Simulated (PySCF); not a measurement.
# Cl3GeH2N (Ge(NH2)Cl3): the cost of one run

Programs: PySCF 2.14.0, with density-fitted response routines of our own. Each step states its level of theory. These are calculated values for one molecule in the gas phase, unless marked as measured. Atoms are numbered from 0 throughout.

**1. The molecule as given**

7 atoms, charge 0, multiplicity 1; geometry from: GFN2-xTB. The atoms were then displaced at random by about 0.03 Å, so the start is not that level's minimum.

Bonds of the start (Å): Ge0–N1 1.81, Ge0–Cl4 2.06, Ge0–Cl5 2.22, Ge0–Cl6 2.10, N1–H2 0.97, N1–H3 0.91.

**2. Geometry optimisation at PBE0-D3(BJ)/def2-SVP**

What the job is given:

```
{"job": {"xc": "PBE0", "basis": "def2-SVP", "d3": "d3bj", "grid": 1, "maxiter": 40, "shake": 0.03, "kind": "geom"}, "charge": 0, "multiplicity": 1}
Ge     0.072980    -0.045540    -0.611070
N      0.079110     0.181700     1.182400
H      0.642030    -0.460830     1.644650
H     -0.684680     0.262140     1.668610
Cl     1.992520    -0.026600    -1.346810
Cl    -1.039440     1.735150    -1.336660
Cl    -0.970660    -1.748030    -1.269670
```

Command:

```
$ OMP_NUM_THREADS=1 python probes_run.py task.json out
```

One launch serves the whole session: the jobs run in the order shown.

Q: Estimate the wall time and peak memory of this first job on 1 thread of AMD EPYC, shared host.

About 1.7 min, with a peak of 0.46 GiB.
